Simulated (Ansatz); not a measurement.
# KO (charge +1): a geometry optimisation

With Ansatz's Python interface.

At the Python prompt:
```pycon
>>> import itertools
>>> import ansatz as az
>>> from ase import Atoms
>>> from ase.data import atomic_numbers, covalent_radii
>>> import numpy as np
>>> atoms = Atoms(['K', 'O'], positions=[
...     (0.0, 0.0, 0.0),
...     (0.0, 0.0, 2.645),
... ])
>>> molecule = az.Crystal.molecule_from_ase(atoms)
>>> base = (
...     molecule.calculation()
...     .basis(gaussian='def2-TZVP')
...     .functional('PBE0', dispersion='d3bj')
...     .charge(1)
...     .spin('collinear', total=2)
... )
>>> symbols = [site.symbol for site in molecule.cartesian_sites]
>>> start = np.array([site.position_ang for site in molecule.cartesian_sites], dtype=float)
>>> def progress(event):
...     if event['event'] == 'relax_step':
...         row = event['data']
...         print(f'step {row["step"]:3d}  E = {row["lagrangian_ev"]:.6f} eV  largest force component {row["allowed_force_max_ev_ang"]:.4f} eV/A')
...
>>> rep = base.relax(force_tolerance=0.005, max_steps=100).session().plan().execute(on_event=progress).report
step   1  E = -18356.848992 eV  largest force component 0.4758 eV/A
step   2  E = -18356.902484 eV  largest force component 0.1394 eV/A
step   3  E = -18356.910126 eV  largest force component 0.0631 eV/A
step   4  E = -18356.913095 eV  largest force component 0.0012 eV/A
>>> end = np.array(rep['positions_ang'])
>>> print(f'E = {rep["free_energy_ev"]:.6f} eV = {rep["free_energy_ev"] / 27.211386246:.7f} Ha')
E = -18356.913127 eV = -674.6041147 Ha
>>> print('converged:', rep['converged'], ' doubts:', rep['published_state_doubts'] or 'none')
converged: True  doubts: none
>>> # pairs closer than 1.2 times the sum of covalent radii, before or after
>>> radius = [covalent_radii[atomic_numbers[s]] for s in symbols]
>>> span = lambda where, i, j: np.linalg.norm(where[i] - where[j])
>>> bonded = [(i, j) for i, j in itertools.combinations(range(len(symbols)), 2) if min(span(start, i, j), span(end, i, j)) < 1.2 * (radius[i] + radius[j])]
>>> print('pair        before    after (A)')
pair        before    after (A)
>>> for i, j in bonded:
...     print(f'{symbols[i]}{i}-{symbols[j]}{j}'.ljust(10), f'{span(start, i, j):8.4f} {span(end, i, j):8.4f}')
...
K0-O1        2.6450   3.0122
>>> charges = rep['charge_distribution']
>>> print('dipole moment', round(4.803205 * float(np.linalg.norm(charges['dipole_moment_e_ang'])), 3), 'D')
dipole moment 3.84 D
>>> print('Mulliken:', [(s, round(q, 3)) for s, q in zip(symbols, charges['mulliken_charges_e'])])
Mulliken: [('K', 0.971), ('O', 0.029)]
```

The settings weren't tested for convergence. The end point is the stationary point reached from this start; no frequency run checks that it is a minimum, and the basis set is modest. The species is open-shell (spin multiplicity 3). An ion's dipole depends on the origin; the program takes it about the centre of nuclear charge. The spin state was assumed, and another may lie lower. The whole script took 12 s on 1 thread of Intel(R) Xeon(R) 6975P-C (Granite Rapids), with other jobs on the host, peak memory 0.24 GiB.

(Lines on the test bed's own set-up are left out of the output.)
